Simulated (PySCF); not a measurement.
# [Cd2Cl]+: singlet, from a linear start

Aim: relax [Cd2Cl]+ as a singlet from a linear start, check by its vibrations whether the end is a minimum, and collect its spectrum and constants.

The runs use PySCF 2.14.0; PBE0, basis Cl def2-TZVP, Cd def2-TZVP with ECP28, scalar-relativistic core potentials, no spin–orbit coupling, density fitting.

## (1) Starting geometry

3 atoms, charge 1, spin multiplicity 1.

Bond lengths: Cl1–Cd2 2.303 Å, Cl1–Cd3 2.303 Å. Angles: Cd2–Cl1–Cd3 180.0°.

```xyz
3
charge 1 multiplicity 1
Cl    0.0000    0.0000    0.0000
Cd    0.0000    0.0000    2.3030
Cd    0.0000    0.0000   -2.3030
```

## (2) Relaxing the singlet from the linear start

The steps below are one call of a driver around PySCF. For each, scf.py gives the equivalent set-up of the SCF; relaxations use the driver's own optimiser. Before each start the driver seeks the lowest SCF state from one or more starting densities and follows internal instabilities, so scf.py alone need not reach the same state.

The program finds D∞h symmetry in the start, which this walk keeps. The walk stops when the largest gradient is under 0.0003 Eh/bohr and the energy has settled too.

scf.py reads:

```python
from pyscf import gto, scf, dft
mol = gto.M(atom='''
Cl     0.000000     0.000000     0.000000
Cd     0.000000     0.000000     2.303000
Cd     0.000000     0.000000    -2.303000''',
    basis={'Cl': 'def2-TZVP', 'Cd': 'def2-TZVP'},
    ecp={'Cd': 'def2-TZVP'},
    charge=1, spin=0)
mf = dft.RKS(mol, xc='PBE0')
mf.grids.atom_grid = (50, 194)
aux = {'Cl': 'def2-universal-JKFIT', 'Cd': 'def2-universal-JKFIT'}
mf = mf.density_fit(auxbasis=aux)
mf.kernel()
```

Energy and gradient, step by step:

| step | energy (Eh) | change (kJ/mol) | largest symmetric gradient (Eh/bohr) |
| --- | --- | --- | --- |
| 0 | -795.344835 | 0.00 | 0.03595 |
| 1 | -795.353086 | -21.66 | 0.01695 |
| 2 | -795.355998 | -29.31 | 0.00493 |
| 3 | -795.356314 | -30.14 | 0.00087 |
| 4 | -795.356325 | -30.17 | 0.00006 |

The walk needed 8 s of wall time on 4 threads, shared host.

Positions (Å) and forces (eV/Å) along the way:

```
step 0
Cl   0.000   0.000   0.000   0.000   0.000   0.000
Cd   0.000   0.000   2.303   0.000   0.000   1.849
Cd   0.000   0.000  -2.303   0.000   0.000  -1.849
step 1
Cl   0.000   0.000   0.000   0.000   0.000   0.000
Cd   0.000   0.000   2.387   0.000   0.000   0.871
Cd   0.000   0.000  -2.387   0.000   0.000  -0.871
step 2
Cl   0.000   0.000   0.000   0.000   0.000   0.000
Cd   0.000   0.000   2.459   0.000   0.000   0.254
Cd   0.000   0.000  -2.459   0.000   0.000  -0.254
step 3
Cl   0.000   0.000   0.000   0.000   0.000   0.002
Cd   0.000   0.000   2.489   0.000   0.000   0.043
Cd   0.000   0.000  -2.489   0.000   0.000  -0.046
step 4
Cl   0.000   0.000   0.000   0.000   0.000   0.000
Cd   0.000   0.000   2.495   0.000   0.000   0.003
Cd   0.000   0.000  -2.495   0.000   0.000  -0.003
```

It settles in D∞h symmetry, 30.2 kJ/mol below the start, after 4 steps: Cl–Cd 2.495 Å (×2); Cd–Cl–Cd 180.0°.

## (3) Frequencies

The point is checked on the finer grid, and tightened if its gradient asks for it. The Hessian and the dipole derivatives come from central differences of analytic gradients, with steps of 0.01 bohr.

scf.py: that of step 2 with these lines changed.

```diff
@@ -4,2 +4,2 @@
-Cd     0.000000     0.000000     2.303000
-Cd     0.000000     0.000000    -2.303000''',
+Cd    -0.000000     0.000000     2.495046
+Cd     0.000000     0.000000    -2.495046''',
@@ -10 +10 @@
-mf.grids.atom_grid = (50, 194)
+mf.grids.atom_grid = (75, 302)
```

The driver hands on the density of the step before, so the log starts near convergence.

SCF at the final geometry:

```text
init E= -795.356352036255
  HOMO = -0.395255236845417  LUMO = -0.324787639643202  gap/eV = 1.91752
cycle= 1 E= -795.356352012094  delta_E= 2.42e-08  |g|= 0.00022  |ddm|= 0.00082
  HOMO = -0.395255130259417  LUMO = -0.324787494273705  gap/eV = 1.91752
cycle= 2 E= -795.356351590308  delta_E= 4.22e-07  |g|= 0.000918  |ddm|= 0.00342
  HOMO = -0.395255122321681  LUMO = -0.324787550896132  gap/eV = 1.91752
cycle= 3 E= -795.356352037724  delta_E= -4.47e-07  |g|= 1.42e-06  |ddm|= 0.00276
  HOMO = -0.395255166065138  LUMO = -0.324787583765326  gap/eV = 1.91752
cycle= 4 E= -795.356352037727  delta_E= -2.61e-12  |g|= 7.13e-08  |ddm|= 9.24e-07
  HOMO = -0.395255170310362  LUMO = -0.324787587001249  gap/eV = 1.91752
Extra cycle  E= -795.356352037723  delta_E= 3.75e-12  |g|= 9.69e-08  |ddm|= 1.76e-07
converged SCF energy = -795.356352037723
```

The whole step took 12 s.

Geometry: D∞h; Cl–Cd 2.495 Å (×2); Cd–Cl–Cd 180.0°.

Harmonic modes (main isotopes):

```json
{"symmetry": "πu", "ω (cm⁻¹)": "74", "IR (km/mol)": "17.5", "μ (u)": "38.52"}
{"symmetry": "σg+", "ω (cm⁻¹)": "125", "IR (km/mol)": "0.0", "μ (u)": "113.90"}
{"symmetry": "σu+", "ω (cm⁻¹)": "238", "IR (km/mol)": "44.5", "μ (u)": "38.52"}
```

Every mode is real; the point is a minimum.

Constants and moments:

```yaml
Dipole_moment_about_the_centre_of_mass: 0.00 D
Highest_occupied_level: -10.76 eV
Lowest_empty_level: -8.84 eV
Rotational_constants: 0.01189 cm⁻¹
Zero-point_energy: 3.1 kJ/mol
Principal_polarisabilities: 56.3, 56.3, 327.4 bohr³
Principal_traceless_quadrupole_moments_about_the_centre_of_mass: -21.61, -21.61, 43.21 D Å
Entropy_at_298.15_K_and_1_bar: 316.2 J/(mol K)
Heat_capacity_Cp_at_298.15_K: 61.1 J/(mol K)
Enthalpy_at_298.15_K_above_0_K: 15.93 kJ/mol
Rotational_symmetry_number: 2
```

Charges (e) and bond orders:

```tsv
atom	Mulliken	Löwdin	polar tensor	Mayer order to Cl1
Cl1	-0.30	-0.07	0.18	–
Cd2,3	0.65	0.54	0.41	0.56
```

Mulliken populations on Cl1: s 5.97, p 11.30, d 0.03, f 0.00.

## (4) Stability of the closed shell

At the lowest minimum the closed shell is tested against spin polarisation, on the (50, 194) grid. It is unstable: an open-shell solution lies lower. That solution was not followed to a minimum here.

## (5) Results

```
                            quantity                                                            value
                             minimum  singlet, D∞h (closed shell, unstable towards spin polarisation)
                            geometry                              Cl–Cd 2.495 Å (×2); Cd–Cl–Cd 180.0°
                  wavenumbers (cm⁻¹)                                    74 (πu), 125 (σg+), 238 (σu+)
      dipole moment (centre of mass)                                                           0.00 D
highest occupied, lowest empty level                                                 -10.76, -8.84 eV
          polar-tensor charge of Cl1                                                          +0.18 e
                   zero-point energy                                                       3.1 kJ/mol
```

**Reading.** The molecule stays D∞h, as typed, and the end point is a minimum. The strongest infrared band lies at 238 cm⁻¹ (σu+). Only this shape and spin were tried, so other structures or states may lie lower. Modes under about 90 cm⁻¹ are uncertain by tens of cm⁻¹. Spin polarisation would lower this closed shell, so its numbers describe a constrained state.

The search up to here took 29 s.
